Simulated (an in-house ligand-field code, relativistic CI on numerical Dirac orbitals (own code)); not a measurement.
# d2 in a ligand field: terms against the cubic field

Aim: the terms of a d2 shell from Racah B and C and the field, by exact diagonalisation.

The numbers are computed with an in-house ligand-field code version 1 (parametric ligand-field model of a d^n configuration (Racah B and C, spin-orbit zeta, crystal field), exact diagonalisation), except any that are marked as measured or tabulated.

### Step 1. Starting point

| Property | Result |
| --- | --- |
| shell | d2 |
| set 1 (cm⁻¹) | B = 570, C = 2200, Oh, 10Dq = 18810 |
| set 2 (cm⁻¹) | B = 570, C = 2200, Oh, 10Dq = 19950 |
| set 3 (cm⁻¹) | B = 570, C = 2200, Oh, 10Dq = 21090 |
| set 4 (cm⁻¹) | B = 570, C = 2200, Oh, 10Dq = 22230 |
| set 5 (cm⁻¹) | B = 570, C = 2200, Oh, 10Dq = 23370 |
| set 6 (cm⁻¹) | B = 570, C = 2200, Oh, 10Dq = 24510 |
| set 7 (cm⁻¹) | B = 570, C = 2200, Oh, 10Dq = 25650 |
| set 8 (cm⁻¹) | B = 570, C = 2200, Oh, 10Dq = 26790 |

### Step 2. Set 1

Settings of the run:

```ini
n = 2
racah_B = 570  # cm-1
racah_C = 2200  # cm-1
zeta = 0  # cm-1
symmetry = Oh
field = {"10Dq": 18810}  # cm-1
```

### Step 3. Set 2

Settings of the run:

```ini
n = 2
racah_B = 570  # cm-1
racah_C = 2200  # cm-1
zeta = 0  # cm-1
symmetry = Oh
field = {"10Dq": 19950}  # cm-1
```

### Step 4. Set 3

Settings of the run:

```ini
n = 2
racah_B = 570  # cm-1
racah_C = 2200  # cm-1
zeta = 0  # cm-1
symmetry = Oh
field = {"10Dq": 21090}  # cm-1
```

### Step 5. Set 4

Settings of the run:

```ini
n = 2
racah_B = 570  # cm-1
racah_C = 2200  # cm-1
zeta = 0  # cm-1
symmetry = Oh
field = {"10Dq": 22230}  # cm-1
```

### Step 6. Set 5

Settings of the run:

```ini
n = 2
racah_B = 570  # cm-1
racah_C = 2200  # cm-1
zeta = 0  # cm-1
symmetry = Oh
field = {"10Dq": 23370}  # cm-1
```

### Step 7. Set 6

Settings of the run:

```ini
n = 2
racah_B = 570  # cm-1
racah_C = 2200  # cm-1
zeta = 0  # cm-1
symmetry = Oh
field = {"10Dq": 24510}  # cm-1
```

### Step 8. Set 7

Settings of the run:

```ini
n = 2
racah_B = 570  # cm-1
racah_C = 2200  # cm-1
zeta = 0  # cm-1
symmetry = Oh
field = {"10Dq": 25650}  # cm-1
```

### Step 9. Set 8

Settings of the run:

```ini
n = 2
racah_B = 570  # cm-1
racah_C = 2200  # cm-1
zeta = 0  # cm-1
symmetry = Oh
field = {"10Dq": 26790}  # cm-1
```

(Steps that only read results are left out.)

Before running it: what results should come out? Wanted: lowest terms.

**Answer**, as computed:

| set | 10Dq/B (size) | lowest | S | electrons in z² and x²-y² | first level of the same spin (cm⁻¹) |
| --- | --- | --- | --- | --- | --- |
| 1: Oh | 33.0 | 3T1 | 1.00 | 0.02 | 3T2 17579 |
| 2: Oh | 35.0 | 3T1 | 1.00 | 0.02 | 3T2 18698 |
| 3: Oh | 37.0 | 3T1 | 1.00 | 0.02 | 3T2 19819 |
| 4: Oh | 39.0 | 3T1 | 1.00 | 0.01 | 3T2 20941 |
| 5: Oh | 41.0 | 3T1 | 1.00 | 0.01 | 3T2 22065 |
| 6: Oh | 43.0 | 3T1 | 1.00 | 0.01 | 3T2 23189 |
| 7: Oh | 45.0 | 3T1 | 1.00 | 0.01 | 3T2 24315 |
| 8: Oh | 47.0 | 3T1 | 1.00 | 0.01 | 3T2 25442 |

```
    quantity                                                           value
lowest terms  1: 3T1, 2: 3T1, 3: 3T1, 4: 3T1, 5: 3T1, 6: 3T1, 7: 3T1, 8: 3T1
```

What this shows: The lowest term stays 3T1 over this range. B, C and the field are free parameters here, not those of a compound.
